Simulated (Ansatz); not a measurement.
# F₃GeHO: one species, many methods

An exercise on one series of results from a longer session: the logs are not shown, and one member is left open.

Method: functionals in def2-TZVPP, the program's frozen cores in correlated methods; program: Ansatz 0.2.0, Gaussian basis.

Plan: LDA (SPW92), PBE-D4, revPBE-D4, BLYP-D4, r2SCAN-D4, B97M-V, PBE0-D4, B3LYP-D4, r2SCANh-D4, r2SCAN0-D4, HSE06-D4, BHLYP-D4, CAM-B3LYP-D4, LC-ωPBE, ωB97X-V, ωB97M-V, B2PLYP, PBE-QIDH; CCSD(T)/def2-SVP; CCSD(T)/def2-TZVPP; MP2/def2-QZVPP; extrapolation to the limit; RPA on PBE.

**Structure used throughout**

All runs share one geometry, relaxed beforehand with PBE0-D4 in a triple-zeta def2 set.

SMILES `[OH][Ge]([F])([F])[F]`, 6 atoms, charge 0, spin multiplicity 1.

Atoms are counted from 1 here; the program's logs count them from 0.

Bond lengths: O1–Ge2 1.728 Å, O1–H6 0.962 Å, Ge2–F3 1.694 Å, Ge2–F4 1.703 Å, Ge2–F5 1.703 Å. Angles: Ge2–O1–H6 113.9°, O1–Ge2–F3 108.1°, O1–Ge2–F4 112.7°, O1–Ge2–F5 112.7°, F3–Ge2–F4 108.5°, F3–Ge2–F5 108.6°, F4–Ge2–F5 106.2°.

The first run:

in.yaml reads:

```yaml
crystal:
  periodic: [false, false, false]
  atoms:
    - {symbol: O, position_ang: [-0.822458, 0.301640, 1.076858]}
    - {symbol: Ge, position_ang: [0.315332, -0.140687, -0.146342]}
    - {symbol: F, position_ang: [1.692822, -0.764375, 0.618418]}
    - {symbol: F, position_ang: [-0.291644, -1.322127, -1.212691]}
    - {symbol: F, position_ang: [0.784047, 1.179858, -1.114961]}
    - {symbol: H, position_ang: [-1.636000, 0.681792, 0.732518]}
basis:
  gaussian: {orbitals: def2-TZVPP}
hamiltonian: {xc: lda}
output: {orbitals: {seedname: orbitals}}
```

Started as:

```sh
ansatz run in.yaml --threads 4 --pin off --events-out ev --progress --plain --max-ram 10444MiB
```

Steps of the session up to this table: LDA; PBE-D4 (GGA); revPBE-D4 (GGA); BLYP-D4 (GGA); r2SCAN-D4 (meta-GGA); B97M-V (meta-GGA); PBE0-D4 (hybrid); B3LYP-D4 (hybrid); r2SCANh-D4 (hybrid); r2SCAN0-D4 (hybrid); HSE06-D4 (hybrid); BHLYP-D4 (hybrid); CAM-B3LYP-D4 (range-separated); LC-ωPBE (range-separated); ωB97X-V (range-separated); ωB97M-V (range-separated); B2PLYP (double hybrid); PBE-QIDH (double hybrid).

One of the session's tables, all rows but one given; the rest of the session is left out.

It belongs to the step «Orbital energies across the functionals». 

| functional | HOMO (eV) | gap (eV) |
| --- | --- | --- |
| LDA (SPW92) | -9.06 | 6.32 |
| PBE-D4 | -8.80 | 6.45 |
| revPBE-D4 | -8.70 | 6.52 |
| BLYP-D4 | -8.71 | 6.34 |
| r2SCAN-D4 | -9.26 | 7.32 |
| B97M-V | -9.33 | 7.31 |
| PBE0-D4 | -10.70 | 9.45 |
| B3LYP-D4 | -10.40 | 8.72 |
| r2SCANh-D4 | -9.97 | 8.42 |
| r2SCAN0-D4 | -11.03 | 10.05 |
| HSE06-D4 | ? | ? |
| BHLYP-D4 | -12.54 | 12.24 |
| CAM-B3LYP-D4 | -12.27 | 11.95 |
| LC-ωPBE | -13.65 | 14.80 |
| ωB97X-V | -13.27 | 14.27 |
| ωB97M-V | -13.21 | 13.94 |

**Question.** Estimate the row for HSE06-D4.

The run gave: HOMO (eV): -10.28; gap (eV): 8.66. In the column «HOMO (eV)» it lies between B3LYP-D4 (-10.40) and r2SCANh-D4 (-9.97).
